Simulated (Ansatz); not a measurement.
# Mg: pressure against volume

The task here is to estimate one member of a computed series from the others.

Computed with Ansatz 0.2.0 (DFT LDA, scalar-relativistic, unless a step's input says otherwise).

### The starting structure

Symmetry: P6_3/mmc, No. 194, hexagonal system. The conventional cell has a = 3.209 Å, b = 3.209 Å, c = 5.210 Å, α = 90.00°, β = 90.00°, γ = 120.00°. Around Mg (site symmetry -6m2) lie 12 Mg at 3.20 to 3.21 Å.

Structure file:

```
CELL_PARAMETERS angstrom
3.20927 0.00000 0.00000
-1.60464 2.77931 0.00000
0.00000 0.00000 5.21033
ATOMIC_POSITIONS crystal
Mg 0.33333 0.66667 0.25000
Mg 0.66667 0.33333 0.75000
```

Atoms are numbered in the order of the input: Mg1, Mg2.

Set-up of the first run:

File input.yaml:

```yaml
crystal:
  lattice:
    - [3.1658976813, 0.0, 0.0]
    - [-1.5829488406, 2.7417478178, 0.0]
    - [0.0, 0.0, 5.1399115029]
  atoms:
    - { symbol: Mg, position: [0.3333333333, 0.6666666667, 0.25] }
    - { symbol: Mg, position: [0.6666666667, 0.3333333333, 0.75] }
kpoints:
  mp_grid: { grid: [12, 12, 7] }
  band_path:
    path:
      - [0.0, 0.0, 0.0]
      - [0.5, 0.0, 0.0]
      - [0.3333333333, 0.3333333333, 0.0]
      - [0.0, 0.0, 0.0]
      - [0.0, 0.0, 0.5]
      - [0.5, 0.0, 0.5]
      - [0.3333333333, 0.3333333333, 0.5]
      - [0.0, 0.0, 0.5]
      - [0.5, 0.0, 0.5]
    npoints: 5
scf:
  occupations: { method: fermi_dirac, width: 0.05 }
hamiltonian:
  xc: lda
  pseudopotentials: { kind: all_electron, lapw: { basis_error: 0.001 } }
output:
  forces: true
  stress: true
  eigenvalues: true
```

Launch:

```sh
> ansatz run input.yaml --threads 1 --pin off --max-ram 3072MiB --backend cpu --events-out ev --progress --plain --runs-dir out
```

Among the steps run: Volume × 0.96, LAPW; Volume × 0.96, PAW; Volume × 0.96, crystal datasets; Volume × 0.99, LAPW; Volume × 0.99, PAW; Volume × 0.99, crystal datasets; Volume × 1.02, LAPW; Volume × 1.02, PAW; Volume × 1.02, crystal datasets; Volume × 1.06, LAPW; Volume × 1.06, PAW; Volume × 1.06, crystal datasets.

One of the session's tables, all rows but one given; the rest of the session is left out.

It belongs to the step «The equation of state». 

| method | volume (Å³/atom) | pressure (GPa) |
| --- | --- | --- |
| LAPW | 22.307 | -1.18 |
| LAPW | 23.005 | -2.19 |
| LAPW | 23.702 | -3.04 |
| LAPW | 24.631 | -3.97 |
| PAW | 22.307 | -1.21 |
| PAW | 23.005 | -2.22 |
| PAW | 23.702 | ? |
| PAW | 24.631 | -4.00 |
| crystal datasets | 22.307 | -1.19 |
| crystal datasets | 23.005 | -2.19 |
| crystal datasets | 23.702 | -3.04 |
| crystal datasets | 24.631 | -3.98 |

**Question.** Estimate the row for PAW, 23.702.

The run gave: pressure (GPa): -3.07. In the column «pressure (GPa)» it lies between LAPW, 24.631 (-3.97) and LAPW, 23.702 (-3.04).

Limits of these values: Warnings in the runs' records: crystal datasets made.
